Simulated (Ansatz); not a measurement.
# C2H3F3Sn: one species, many methods

The task here is to estimate one member of a computed series from the others.

Method: functionals in def2-TZVPP, the program's frozen cores in correlated methods; program: Ansatz 0.2.0, Gaussian basis.

Levels to be run: LDA (SPW92), PBE-D4, revPBE-D4, BLYP-D4, r2SCAN-D4, B97M-V, PBE0-D4, B3LYP-D4, r2SCANh-D4, r2SCAN0-D4, HSE06-D4, BHLYP-D4, CAM-B3LYP-D4, LC-ωPBE, ωB97X-V, ωB97M-V, B2PLYP, PBE-QIDH; CCSD(T)/def2-SVP; CCSD(T)/def2-TZVPP; MP2/def2-QZVPP; extrapolation to the limit; RPA on PBE.

## The geometry

The geometry comes from an earlier relaxation with PBE0-D4 in a triple-zeta def2 set; it is a stationary point, not always the lowest conformer. Sn takes the def2 core potential; no spin-orbit term is included.

SMILES `C=[CH][Sn]([F])([F])[F]`, 9 atoms, charge 0, spin multiplicity 1.

Atoms are counted from 1 here; the program's logs count them from 0.

Bond lengths: C1–C2 1.326 Å, C1–H7 1.087 Å, C1–H8 1.085 Å, C2–Sn3 2.091 Å, C2–H9 1.084 Å, Sn3–F4 1.897 Å, Sn3–F5 1.900 Å, Sn3–F6 1.897 Å. Angles: C2–C1–H7 120.8°, C2–C1–H8 122.8°, H7–C1–H8 116.5°, C1–C2–Sn3 119.5°, C1–C2–H9 122.2°, Sn3–C2–H9 118.3°, C2–Sn3–F4 116.2°, C2–Sn3–F5 109.7°, C2–Sn3–F6 116.2°, F4–Sn3–F5 105.2°, F4–Sn3–F6 103.1°, F5–Sn3–F6 105.2°.

The first run:

Contents of in.yaml:

```yaml
crystal:
  periodic: [false, false, false]
  atoms:
    - {symbol: C, position_ang: [0.852825, -1.358835, 0.519080]}
    - {symbol: C, position_ang: [-0.066178, -0.452077, 0.819869]}
    - {symbol: Sn, position_ang: [-0.541354, 1.031846, -0.574244]}
    - {symbol: F, position_ang: [-2.339873, 1.072818, -1.174918]}
    - {symbol: F, position_ang: [0.504005, 0.796585, -2.143433]}
    - {symbol: F, position_ang: [-0.229744, 2.822514, -0.032423]}
    - {symbol: H, position_ang: [1.116278, -2.139494, 1.227645]}
    - {symbol: H, position_ang: [1.379132, -1.369258, -0.429897]}
    - {symbol: H, position_ang: [-0.586492, -0.450396, 1.771123]}
basis:
  gaussian: {orbitals: def2-TZVPP}
hamiltonian: {xc: lda}
output: {orbitals: {seedname: orbitals}}
```

Among the steps run: LDA; PBE-D4 (GGA); revPBE-D4 (GGA); BLYP-D4 (GGA); r2SCAN-D4 (meta-GGA); B97M-V (meta-GGA); PBE0-D4 (hybrid); B3LYP-D4 (hybrid); r2SCANh-D4 (hybrid); r2SCAN0-D4 (hybrid); HSE06-D4 (hybrid); BHLYP-D4 (hybrid); CAM-B3LYP-D4 (range-separated); LC-ωPBE-D4 (range-separated; the results give it without D4); ωB97X-V (range-separated); ωB97M-V (range-separated); B2PLYP (double hybrid); PBE-QIDH (double hybrid).

One of the session's tables, all rows but one given; the rest of the session is left out.

It belongs to the step «Orbital energies across the functionals». 

| functional | HOMO (eV) | LUMO (eV) | gap (eV) |
| --- | --- | --- | --- |
| LDA (SPW92) | -8.54 | -3.19 | 5.34 |
| PBE-D4 | -8.29 | -2.82 | 5.47 |
| revPBE-D4 | -8.20 | -2.67 | 5.53 |
| BLYP-D4 | -8.11 | -2.81 | 5.30 |
| r2SCAN-D4 | -8.54 | -2.55 | 5.99 |
| B97M-V | -8.46 | -2.60 | 5.87 |
| PBE0-D4 | -9.49 | -1.80 | 7.68 |
| B3LYP-D4 | ? | ? | ? |
| r2SCANh-D4 | -8.99 | -2.19 | 6.80 |
| r2SCAN0-D4 | -9.67 | -1.64 | 8.03 |
| HSE06-D4 | -9.08 | -2.18 | 6.90 |
| BHLYP-D4 | -10.49 | -0.81 | 9.68 |
| CAM-B3LYP-D4 | -10.85 | -0.81 | 10.05 |
| LC-ωPBE | -12.29 | 0.60 | 12.90 |
| ωB97X-V | -11.86 | 0.45 | 12.31 |
| ωB97M-V | -11.77 | 0.28 | 12.05 |

Q: Estimate the row for B3LYP-D4 from the others.

Worked estimate for «HOMO (eV)». Against the share of exact exchange, BLYP-D4 (0, -8.11), BHLYP-D4 (0.5, -10.49) give a slope of -4.76 per unit share; at 0.2 the line stands at -9.06.

The run gave: HOMO (eV): -9.24; LUMO (eV): -2.18; gap (eV): 7.06. In «HOMO (eV)» the line misses by +0.18.
